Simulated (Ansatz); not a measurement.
Run this with the Ansatz DFT code, driven from Python and show what comes out.

`walk_zrzn.py`
```python
'''A displacement scan in ZrZn with warm starts.'''

import warnings

import ansatz as az
import numpy as np
import pandas as pd

warnings.simplefilter('ignore', az.DeckWarning)

vectors = np.array([
    [3.336, 0.0, 0.0],
    [0.0, 3.336, 0.0],
    [0.0, 0.0, 3.336],
])
cell = (
    az.Lattice.of(vectors)
    .atom('Zr', (0.5, 0.5, 0.5))
    .atom('Zn', (0.0, 0.0, 0.0))
)

start = np.array(cell.resolved().sites[0].position)
previous, rows = None, []
for step in range(6):
    target = start + step * 0.015 * np.eye(3)[0]
    calc = (
        cell.move(0, to=target).calculation()
        .kpoints(5)
        .occupations(az.OccupationsMethod.FERMI_DIRAC, width=0.1)
        .basis(420)
        .functional('pbesol')
        .forces()
    )
    session = calc.session()
    if previous is not None:
        session.seed_next_step(previous)
    previous = session.plan(retain='wavefunctions').execute()
    report = previous.report
    shift = float(np.linalg.norm((target - start) @ np.array(report['lattice']['cell_ang'])))
    rows.append((step, shift, report['lagrangian_ev'], float(np.linalg.norm(report['forces_ev_ang'][0])), report['n_iterations'], report['n_symmetry_ops']))
rows = [(row[0], row[1], 1000 * (row[2] - rows[0][2]), *row[3:]) for row in rows]
print(pd.DataFrame(rows, columns=['step', 'moved A', 'dE meV', 'force on it eV/A', 'iterations', 'symmetry operations']).round(4).to_string(index=False))
```

Running `python walk_zrzn.py` prints:
```text
 step  moved A   dE meV  force on it eV/A  iterations  symmetry operations
    0   0.0000   0.0000            0.0000           6                   48
    1   0.0500   4.8331            0.1935           6                    8
    2   0.1001  19.4185            0.3904           6                    8
    3   0.1501  44.0023            0.5935           6                    8
    4   0.2002  78.9547            0.8050           6                    8
    5   0.2502 124.7206            1.0258           6                    8
```

Reading the output:
- The starting cell is as deposited in a crystallographic database; the results hold for this polymorph, which needn't be the stable one.
- The first step keeps the crystal's symmetry; the moved atom lowers it.
- Run time: 7.6 s on 1 thread of Arm Neoverse V2, on a shared host, peak memory 0.41 GiB.

(Lines on the test bed's own set-up are left out of the output.)
